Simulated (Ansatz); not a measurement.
Run this with Ansatz 0.2.0 through its Python package and show what comes out.

`capd.py`:
```python
import ansatz as az
import numpy as np

vectors0 = np.array([
    [3.50569, 0.0, 0.0],
    [0.0, 3.50569, 0.0],
    [0.0, 0.0, 3.50569],
])
sites = [
    ("Ca", [0.0, 0.0, 0.0]),
    ("Pd", [0.5, 0.5, 0.5]),
]


def build(cell):
    crystal = az.Crystal(lattice=az.Lattice.of(cell))
    for symbol, position in sites:
        crystal = crystal.atom(symbol, position)
    return crystal


def main() -> None:
    block = build(vectors0).supercell(1, 1, 2).resolved()
    cell0 = np.array(block.lattice.vectors)
    xyz = np.array([site.position for site in block.sites]) @ cell0
    normal = np.cross(cell0[0], cell0[1])
    area = np.linalg.norm(normal)
    normal *= np.sign(normal @ cell0[2]) / area
    energies = []
    for amount in [0, 1.0, 2.0, 3.0, 5.0]:
        cell = cell0.copy()
        cell[2] += amount * normal
        moved = az.Crystal(lattice=az.Lattice.of(cell))
        for site, fraction in zip(block.sites, xyz @ np.linalg.inv(cell)):
            moved = moved.atom(site.symbol, fraction)
        calc = (
            moved.calculation()
            .functional("pbesol")
            .pseudopotentials("paw")
            .occupations(az.OccupationsMethod.COLD)
            .kpoints(5, 5, 3)
        )
        energies.append(calc.run(threads=1, backend="cpu").report["free_energy_ev"])
        print(f"gap {amount:4.2f} A: {(energies[-1] - energies[0]) / area * 16.02177:8.4f} J/m^2")


if __name__ == "__main__":
    main()
```

```console
$ python capd.py
DeckWarning: basis.ecutwfc = 420 eV, auto-derived from the records' recommended cutoffs: set by Ca (normal level)
gap 0.00 A:   0.0000 J/m^2
gap 1.00 A:   0.9942 J/m^2
gap 2.00 A:   2.1479 J/m^2
gap 3.00 A:   2.7700 J/m^2
gap 5.00 A:   3.0997 J/m^2
```
(Warnings from the package without file and line.)

Reading the output:
- No spin polarisation was allowed.
- The structure comes from a database of computed cells and needn't be a stable or known phase.
- Levels are Kohn-Sham eigenvalues on this mesh, without spin-orbit coupling.
- The atoms are held rigidly, so these energies lie above those of relaxed faces or faults.
- Wall time of the script: 14 s on 1 thread of Intel(R) Xeon(R) Platinum 8488C (Sapphire Rapids), with other jobs on the host, peak memory 0.44 GiB.
